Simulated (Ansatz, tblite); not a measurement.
# SnI4: charged states by level of theory

One table from this session's results is given with a row withheld; the runs are named, their logs left out.

Computed with Ansatz 0.2.0, Gaussian basis. Level: as each input shows.

Levels to be run: charge +1 doublet, at the geometry of the singlet (PBE0-D4/def2-TZVP, PBE-D4/def2-TZVP, B2PLYP/def2-TZVP, CCSD(T)/def2-SVP); charge +1 doublet, relaxed (PBE0-D4/def2-TZVP, PBE-D4/def2-TZVP); the starting singlet's energies come from earlier runs.

3 further runs of the same task are left out: 1 that didn't finish, 2 set aside as unsound or not needed.

## The structure

The singlet was relaxed beforehand with PBE0-D4/def2-SVP.

5 atoms, charge 0, spin multiplicity 1.

Atoms are counted from 1 here; the program's logs count them from 0.

Bond lengths: Sn1–I2 2.678 Å, Sn1–I3 2.678 Å, Sn1–I4 2.678 Å, Sn1–I5 2.678 Å. Angles: I2–Sn1–I3 109.5°, I2–Sn1–I4 109.5°, I2–Sn1–I5 109.5°, I3–Sn1–I4 109.5°, I3–Sn1–I5 109.5°, I4–Sn1–I5 109.5°.

I, Sn take a core potential in the def2 sets. No spin-orbit coupling is included.

The first run:

in.yaml reads:

```yaml
crystal:
  periodic: [false, false, false]
  atoms:
    - {symbol: Sn, position_ang: [-0.000000, -0.000011, 0.000003]}
    - {symbol: I, position_ang: [0.010648, -0.017206, 2.677939]}
    - {symbol: I, position_ang: [2.521278, 0.010793, -0.902653]}
    - {symbol: I, position_ang: [-1.270265, 2.189753, -0.873563]}
    - {symbol: I, position_ang: [-1.261661, -2.183318, -0.901735]}
basis:
  gaussian: {orbitals: def2-TZVP}
total_charge: 1
magnetization: {spin_polarized: true, initial_magnetization: 1}
hamiltonian: {xc: pbe0, dispersion: d4}
scf: {omitted_lower_state_checks: [starts]}
output: {orbitals: {seedname: orbitals}}
```

Started as:

```console
ansatz run in.yaml --threads 4 --pin off --events-out ev --progress --plain --max-ram 8704MiB
```

Steps of the session up to this table: Charge +1 doublet at the fixed geometry, PBE0-D4/def2-TZVP; Charge +1 doublet at the fixed geometry, PBE-D4/def2-TZVP; Charge +1 doublet at the fixed geometry, B2PLYP/def2-TZVP; Charge +1 doublet at the fixed geometry, CCSD(T)/def2-SVP.

One of the session's tables, all rows but one given; the rest of the session is left out.

It belongs to the step «Vertical ionisation energy». 

```
           method  vertical ionisation energy (eV)
      HF/def2-SVP                             9.30
 PBE-D4/def2-TZVP                                ?
PBE0-D4/def2-TZVP                             9.43
 B2PLYP/def2-TZVP                             9.61
     MP2/def2-SVP                             9.86
    CCSD/def2-SVP                             9.66
 CCSD(T)/def2-SVP                             9.59
```

Estimate the missing values for PBE-D4/def2-TZVP.

The run gave: vertical ionisation energy (eV): 8.88. In the column «vertical ionisation energy (eV)» it is the lowest.
